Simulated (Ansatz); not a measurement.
# TiPd2: the cost of one run

Computed with Ansatz 0.2.0 (DFT PBEsol, scalar-relativistic, plane waves, PAW, unless a step's input says otherwise).

### Step 1. The starting structure

The structure is orthorhombic, space group Immm (No. 71). The conventional cell has a = 3.092 Å, b = 3.415 Å, c = 8.651 Å, α = 90.00°, β = 90.00°, γ = 90.00°. Around Ti (site symmetry mmm) lie 10 Pd at 2.68 to 2.96 Å. Around Pd (site symmetry mm2) lie 5 Ti at 2.68 to 2.96 Å and 7 Pd at 2.73 to 3.09 Å.

Coordinates:

```cif
data_structure
_symmetry_space_group_name_H-M 'Immm'
_symmetry_Int_Tables_number 71
_cell_length_a 3.0925
_cell_length_b 3.4149
_cell_length_c 8.6511
_cell_angle_alpha 90.000
_cell_angle_beta 90.000
_cell_angle_gamma 90.000
_cell_volume 91.36
loop_
_atom_site_label
_atom_site_type_symbol
_atom_site_symmetry_multiplicity
_atom_site_Wyckoff_symbol
_atom_site_fract_x
_atom_site_fract_y
_atom_site_fract_z
_atom_site_occupancy
Ti1 Ti 2 a 0.00000 0.00000 0.00000 1
Pd1 Pd 4 i 0.00000 0.00000 0.65766 1
```

The structure comes from the Materials Project (structure only).

### Step 2. A change within the space group

The change: strain xx, yy, zz, yz, xz, xy = +3.1, -6.9, +1.1, +0.0, +0.0, +0.0 %; atoms moved by 0.06 Å root mean square, at most 0.07 Å.

Contents of input.yaml:

```yaml
crystal:
  lattice:
    - [-1.5939638004, 1.5892656723, 4.3717578096]
    - [1.5939638004, -1.5892656723, 4.3717578096]
    - [1.5939638004, 1.5892656723, -4.3717578096]
  atoms:
    - { symbol: Ti, position: [0.0, 0.0, 0.0] }
    - { symbol: Pd, position: [0.6491618913, 0.6491618913, 0.0] }
    - { symbol: Pd, position: [0.3508381087, 0.3508381087, 0.0] }
basis:
  ecutwfc: 420
kpoints:
  mp_grid: { grid: [18, 18, 18] }
hamiltonian:
  xc: pbesol
scf:
  occupations: { method: gaussian, width: 0.1 }
output:
  forces: true
  stress: true
  eigenvalues: true
```

Q: Estimate wall time and peak memory on 1 thread of an Arm CPU, shared host.

About 50 s, with a peak of 0.97 GiB.
